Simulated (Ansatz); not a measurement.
# MgSi: a tetragonal deformation path

One table from this session's results is given with a row withheld; the runs are named, their logs left out.

Computed with Ansatz 0.2.0 (DFT LDA, scalar-relativistic, plane waves, PAW, unless a step's input says otherwise).

**Starting point**

It takes space group P4/mmm (No. 123, tetragonal). The conventional cell has a = 2.908 Å, b = 2.908 Å, c = 4.103 Å, α = 90.00°, β = 90.00°, γ = 90.00°. Mg (site symmetry 4/mmm) has 8 Si at 2.90 Å and 4 Mg at 2.91 Å as nearest neighbours. Around Si (site symmetry 4/mmm) lie 8 Mg at 2.90 Å and 4 Si at 2.91 Å.

Coordinates:

```
Mg Si
1.0
     2.90839    0.00000    0.00000
     0.00000    2.90839    0.00000
     0.00000    0.00000    4.10343
Mg Si
1 1
Direct
  0.00000 0.00000 0.00000
  0.50000 0.50000 0.50000
```

The structure comes from the Materials Project (structure only).

The first run:

The input, input.yaml:

```yaml
crystal:
  lattice:
    - [2.908394, 0.0, 0.0]
    - [0.0, 2.908394, 0.0]
    - [0.0, 0.0, 4.103427]
  atoms:
    - { symbol: Mg, position: [0.0, 0.0, 0.0] }
    - { symbol: Si, position: [0.5, 0.5, 0.5] }
basis:
  ecutwfc: 420
kpoints:
  mp_grid: { grid: [6, 6, 4] }
hamiltonian:
  xc: lda
scf:
  occupations: { method: gaussian, width: 0.1 }
output:
  forces: true
  stress: true
  eigenvalues: true
```

Command:

```console
> ansatz run input.yaml --threads 1 --pin off --max-ram 1228MiB --backend cpu --events-out ev --progress --plain --runs-dir out
```

Steps of the session up to this table: Probe: one point at the start; The undisturbed cell; Point ρ = 0.850; ρ = 1.200; At ρ = 0.920; ρ = 1.100; Point ρ = 0.960; Point ρ = 1.050; ρ = 0.800; ρ = 1.300.

One table of the session follows, with a row left open; its other results are not shown here.

It belongs to the step «The scan collected». 

| ρ | ΔE (meV/atom) | pressure (GPa) |
| --- | --- | --- |
| 0.800 | 43.3 | -0.9 |
| 0.850 | 18.8 | -1.5 |
| 0.920 | -3.8 | -2.4 |
| 0.960 | -6.6 | -2.9 |
| 1.000 | 0.0 | -3.3 |
| 1.050 | ? | ? |
| 1.100 | 40.3 | -3.6 |
| 1.200 | 93.0 | -3.0 |
| 1.300 | 163.4 | -2.1 |

**Question.** Estimate the row for ρ = 1.050.

Worked estimate for «ΔE (meV/atom)». A straight line through the neighbours (1.000, 0.0) and (1.100, 40.3) gives 0.0 + (40.3 − 0.0) × (1.050 − 1.000) / (1.100 − 1.000) = 20.1; a parabola fitted to 4 rows on both sides gives 18.4.

As computed: ΔE (meV/atom): 17.0; pressure (GPa): -3.5. In «ΔE (meV/atom)» the line misses by +3.1 and the parabola by +1.4.
